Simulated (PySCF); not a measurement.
# Cs₈F₈: electronic excitations

What do calculations give for the electronic excitations of Cs₈F₈?

Computed with PySCF 2.14.0 and routines of our own; the level stands in each step. Atoms count from 0.

## Step 1: The starting structure

16 atoms, charge 0, multiplicity 1; geometry from: GFN2-xTB.

## Step 2: Electronic excitations: TDA PBE0/def2-SVP

The job: settings as JSON, then the geometry in Å.

```
{"job": {"kind": "uv", "basis": "def2-SVP", "grid": 1, "kgrid": 0, "vcut": 1.5, "nstates": 5, "ntriplets": 2, "tda": true, "delta": ["ip_vertical"], "pop": false, "xc": "PBE0"}, "charge": 0, "multiplicity": 1}
Cs    -1.215261    -1.751209    -3.103999
F     -2.345953    -2.012482    -1.169049
Cs    -1.895571    -2.286232     0.998943
F     -1.816690    -1.046354     2.886905
F     -1.047181     1.825735    -2.880507
Cs    -2.310109     1.876566    -1.010540
F     -2.048424     2.327872     1.157232
Cs    -1.756980     1.226756     3.099525
F      1.047107    -1.830042    -2.879280
Cs     2.309873    -1.881263    -1.011506
F      2.053747    -2.327249     1.157853
Cs     1.754794    -1.224971     3.100689
Cs     1.220510     1.753599    -3.097838
F      2.340882     2.009392    -1.159295
Cs     1.895261     2.293705     1.011225
F      1.809435     1.051542     2.892797
```

Level: TDA PBE0/def2-SVP, vertical, gas phase, core orbitals frozen in the response, virtual orbitals cut by energy.

On the command line:

```sh
OMP_NUM_THREADS=1 python large_run.py task.json out
```

One launch serves the whole session: the jobs run in the order shown.

Standard output:

```text
start: PBE on a coarse grid of 103695 points
cycle   1  E = -957.4946601477  dE = -2.524e+01  |g| = 2.571e+00  |ddm| = 6.210e+00
cycle   2  E = -864.5109546710  dE =  9.298e+01  |g| = 1.512e+01  |ddm| = 2.322e+03
cycle   3  E = -958.7811458643  dE = -9.427e+01  |g| = 1.199e+00  |ddm| = 2.319e+03
cycle   4  E = -958.9794330341  dE = -1.983e-01  |g| = 2.197e-01  |ddm| = 1.169e+00
cycle   5  E = -958.9940505632  dE = -1.462e-02  |g| = 1.113e-01  |ddm| = 5.929e-01
cycle   6  E = -958.9956927333  dE = -1.642e-03  |g| = 5.775e-02  |ddm| = 2.267e-01
cycle   7  E = -958.9962822520  dE = -5.895e-04  |g| = 4.528e-03  |ddm| = 1.381e-01
final grid: 103695 points
cycle   8  E = -958.9249997200  dE = -9.904e-03  |g| = 1.382e-01  |ddm| = 1.587e+00
cycle   9  E = -958.9201947131  dE =  4.805e-03  |g| = 2.200e-01  |ddm| = 7.192e-01
cycle  10  E = -958.9282792822  dE = -8.085e-03  |g| = 1.789e-03  |ddm| = 4.368e-01
cycle  11  E = -958.9282790185  dE =  2.638e-07  |g| = 9.040e-04  |ddm| = 7.891e-03
cycle  12  E = -958.9282811493  dE = -2.131e-06  |g| = 2.933e-04  |ddm| = 3.002e-03
cycle  13  E = -958.9282786571  dE =  2.492e-06  |g| = 1.290e-04  |ddm| = 6.280e-04
cycle  14  E = -958.9282789674  dE = -3.103e-07  |g| = 1.057e-05  |ddm| = 3.050e-04
converged SCF energy = -958.9282789674
Vertical ionisation energy (delta-SCF) = 6.8396 eV   <S^2> = 0.752

Static polarisability (au): isotropic 195.694, principal 182.758 183.056 221.267

Singlet excitations
state   eV       nm        f      main configurations
  1   4.1851    296.3   0.00000   H->L 0.94
  2   4.4098    281.2   0.00250   H-1->L 0.89
  3   4.4224    280.4   0.00241   H-2->L 0.89
  4   4.8272    256.8   0.03023   H-3->L 0.49, H->L+1 0.28
  5   4.9123    252.4   0.02178   H->L+1 0.61, H-3->L 0.17

Triplet excitations (Tamm-Dancoff, eV): 4.1571 4.3787
```

It took 4.6 min on 1 thread of Arm Neoverse N1, shared host; peak memory 0.71 GiB.

The orbitals next to the gap, with their largest atomic shares:

| orbital | eV | atoms |
| --- | --- | --- |
| HOMO−4 | -6.91 | F6 10 %, F10 10 %, F1 9 % |
| HOMO−3 | -6.36 | F15 9 %, F3 9 %, F4 8 % |
| HOMO−2 | -5.87 | F15 16 %, F3 16 %, F13 14 % |
| HOMO−1 | -5.85 | F4 16 %, F8 16 %, F6 14 % |
| HOMO | -5.61 | F8 9 %, F3 8 %, F10 8 % |
| LUMO | -0.62 | Cs2 14 %, Cs14 14 %, Cs9 14 % |
| LUMO+1 | -0.11 | Cs12 20 %, Cs11 19 %, Cs7 18 % |
| LUMO+2 | -0.10 | Cs14 24 %, Cs2 23 %, Cs0 15 % |
| LUMO+3 | -0.10 | Cs5 23 %, Cs9 23 %, Cs7 14 % |

With each of the 5 states as a Gaussian band of 0.4 eV half-width at 1/e, the curve within the window shown has maxima at 256 nm (ε 2,100) L/(mol cm). Beyond the last state computed it falls off for lack of states. The curve at chosen wavelengths:

```json
{"nm": "238", "ε (L/mol/cm)": "991"}
{"nm": "242", "ε (L/mol/cm)": "1372"}
{"nm": "247", "ε (L/mol/cm)": "1803"}
{"nm": "251", "ε (L/mol/cm)": "2039"}
{"nm": "255", "ε (L/mol/cm)": "2139"}
{"nm": "259", "ε (L/mol/cm)": "2099"}
{"nm": "264", "ε (L/mol/cm)": "1888"}
{"nm": "268", "ε (L/mol/cm)": "1640"}
{"nm": "272", "ε (L/mol/cm)": "1366"}
{"nm": "277", "ε (L/mol/cm)": "1037"}
{"nm": "281", "ε (L/mol/cm)": "808"}
{"nm": "285", "ε (L/mol/cm)": "617"}
{"nm": "289", "ε (L/mol/cm)": "465"}
{"nm": "294", "ε (L/mol/cm)": "321"}
{"nm": "298", "ε (L/mol/cm)": "237"}
{"nm": "302", "ε (L/mol/cm)": "173"}
{"nm": "306", "ε (L/mol/cm)": "125"}
{"nm": "311", "ε (L/mol/cm)": "83"}
{"nm": "315", "ε (L/mol/cm)": "59"}
{"nm": "319", "ε (L/mol/cm)": "41"}
{"nm": "324", "ε (L/mol/cm)": "26"}
{"nm": "328", "ε (L/mol/cm)": "18"}
{"nm": "332", "ε (L/mol/cm)": "12"}
{"nm": "336", "ε (L/mol/cm)": "8"}
{"nm": "341", "ε (L/mol/cm)": "5"}
{"nm": "345", "ε (L/mol/cm)": "3"}
```

Leading natural transition orbitals of singlet state 4: the hole lies on 4 F atoms about 10 % each; 4 F atoms about 8 % each; 4 Cs atoms about 6 % each; the particle on 4 Cs atoms about 11 % each; 4 F atoms about 6 % each.

Leading natural transition orbitals of singlet state 1: the hole lies on 8 F atoms about 8 % each; the particle on 4 Cs atoms about 10 % each; 4 F atoms about 6 % each.

Further results of this job:

| property | computed |
| --- | --- |
| dipole moment (D) | 0.06 |
| polarisability (Å³) | 29.00 |
| HOMO–LUMO gap (eV) | 4.99 |
| −ε(HOMO) (eV) | 5.61 |

Orbitals, density, ELF and potential are computed afterwards from the orbital file.

Frontier orbitals at PBE0/def2-SVP, with the share of their density that lies nearest to each atom:

| orbital | energy (eV) | lies on |
| --- | --- | --- |
| HOMO | -5.61 | 8 F atoms about 8 % each |
| LUMO | -0.62 | 4 Cs atoms about 10 % each |

ELF in a plane through or near 4 of the atoms.

Ten even steps from '0' (0.00) to '9' (0.90):
```
0000000000000000000000000000
0000000000111100000000000000
0000000025677510000000000000
0000000169999722552024421000
0000000069848835984168763000
0000234228616727684399996200
0001479952999615982699997300
0001588293278301311799985200
0000136752001000000467642000
0035666531000001100000000000
0158999996100136630121000000
0158996895010158841688530000
0026999981242149832938851000
0003688821453027722899740000
0000233100221002300355310000
0000000000000000000000000000
0000000000000000000000000000
0000000000000000000000000000
0000000000000000000000000000
0000000000000000000000000000
```
The map spans 11.4 Å across and 10.6 Å up, centred on the molecule. Atoms in the plane (x, y in Å): F3 (2.9, -1.5), F8 (-2.9, 1.5), Cs9 (-1.0, 2.7), F10 (1.2, 2.6).

log10 of the density (e/Å³) in the same plane.

Ten even steps from ' ' (-4.0) to '@' (1.3):
```
                ......::::......                        
            ..::::----====----::::..............        
          ..::--==++++**++++========----------::::..    
      ....::--==++**######****++****++==++++====--::..  
    ....::--==++**##########**##%%##**++******++==--::..
    ..--==++******####**######%%@@@@##**######**++==--..
  ..::==++**%%%%##########****######**##########**==--::
....::==**##@@@@%%********++++++++++++**######**++==--..
..::--==++**######++======--------====++****++++==--::..
::--==++****####**++==------==================----::..  
::--==**##########**==----====++++++++++++++====::....  
::--++**##########**++++==++++********######**++--::..  
::--==++**########******++++++********%%@@@@##**==::..  
..::--==++******++++****++++++++**++**##%%%%**++==::..  
....::--============++++============++++****++==--::..  
    ..::::::----::----------------------==----::::..    
        ..........::::::::::::::::::::::::::::....      
                  ............        ........          
                                                        
                                                        
```
The map spans 11.4 Å across and 10.6 Å up, centred on the molecule. Atoms in the plane (x, y in Å): F3 (2.9, -1.5), F8 (-2.9, 1.5), Cs9 (-1.0, 2.7), F10 (1.2, 2.6).

On the surface of density 0.002 e/bohr³ the electrostatic potential runs, from the 1st to the 99th percentile, from -2.07 V near F15 to 1.78 V near Cs2.

## Step 3: Electronic excitations: TDDFT PBE/def2-SVP

Settings changed since step 2:

```diff
@@ -1,2 +1,2 @@
-{"job": {"kind": "uv", "basis": "def2-SVP", "grid": 1, "kgrid": 0, "vcut": 1.5, "nstates": 5, "ntriplets": 2, "tda": true, "delta": ["ip_vertical"], "pop": false, "xc": "PBE0"}, "charge": 0, "multiplicity": 1}
+{"job": {"kind": "uv", "basis": "def2-SVP", "grid": 1, "kgrid": 0, "vcut": null, "nstates": 5, "ntriplets": 2, "tda": false, "delta": ["ip_vertical"], "pop": false, "xc": "PBE"}, "charge": 0, "multiplicity": 1}
 Cs    -1.215261    -1.751209    -3.103999
```

With the program's defaults for keys left out, this is: TDDFT PBE/def2-SVP, vertical, gas phase, core orbitals frozen in the response.

Standard output:

```text
start: PBE on a coarse grid of 103695 points
cycle   1  E = -957.4952196246  dE = -2.524e+01  |g| = 2.571e+00  |ddm| = 6.210e+00
cycle   2  E = -864.6205457034  dE =  9.287e+01  |g| = 1.511e+01  |ddm| = 2.313e+03
cycle   3  E = -958.7829996297  dE = -9.416e+01  |g| = 1.195e+00  |ddm| = 2.310e+03
cycle   4  E = -958.9799820768  dE = -1.970e-01  |g| = 2.197e-01  |ddm| = 1.170e+00
cycle   5  E = -958.9945880509  dE = -1.461e-02  |g| = 1.112e-01  |ddm| = 5.921e-01
cycle   6  E = -958.9962252093  dE = -1.637e-03  |g| = 5.770e-02  |ddm| = 2.271e-01
cycle   7  E = -958.9968119964  dE = -5.868e-04  |g| = 4.563e-03  |ddm| = 1.374e-01
final grid: 103695 points
cycle   8  E = -958.9968015861  dE =  1.041e-05  |g| = 9.124e-03  |ddm| = 3.120e-02
cycle   9  E = -958.9967356004  dE =  6.599e-05  |g| = 2.155e-02  |ddm| = 6.257e-02
cycle  10  E = -958.9968176379  dE = -8.204e-05  |g| = 5.184e-04  |ddm| = 4.285e-02
cycle  11  E = -958.9968151330  dE =  2.505e-06  |g| = 2.998e-04  |ddm| = 1.821e-03
cycle  12  E = -958.9968183257  dE = -3.193e-06  |g| = 3.588e-05  |ddm| = 5.960e-04
converged SCF energy = -958.9968183257
Vertical ionisation energy (delta-SCF) = 5.8275 eV   <S^2> = 0.751

Static polarisability (au): isotropic 224.607, principal 206.795 207.230 259.796

Singlet excitations
state   eV       nm        f      main configurations
  1   2.8560    434.1   0.00000   H->L 1.00
  2   3.0828    402.2   0.00165   H-1->L 1.00
  3   3.0946    400.6   0.00157   H-2->L 1.00
  4   3.5554    348.7   0.00116   H->L+1 0.59, H->L+2 0.33, H-3->L 0.08
  5   3.5557    348.7   0.00154   H->L+2 0.66, H->L+1 0.25, H-3->L 0.09

Triplet excitations (Tamm-Dancoff, eV): 2.8418 3.0686
```

Run time: 2.2 min. Hardware: 1 thread of Arm Neoverse N1, shared host; peak memory 0.69 GiB.

## Step 4: Results

```
                                quantity                        value
          lowest singlet (PBE0/def2-SVP)  4.19 eV (296 nm), f = 0.000
brightest single state of those computed  state 4, 4.83 eV, f = 0.030
                          lowest triplet                      4.16 eV
   surface potential, 1st and 99th percentile           -2.07 V and 1.78 V
```

In words: The lowest singlet, at 4.19 eV, is HOMO→LUMO 0.94 and is dark; of the 5 states computed, the strongest absorption comes from state 4 at 4.83 eV. The lowest triplet lies 0.03 eV below the lowest singlet. Spin-orbit coupling, left out, mixes singlets and triplets in elements this heavy. By nearest atom (PBE0/def2-SVP), the HOMO sits on 8 F atoms about 8 % each and the LUMO on 4 Cs atoms about 10 % each. The geometry comes from tight binding, which is rough for metal atoms, and these values hang on it.
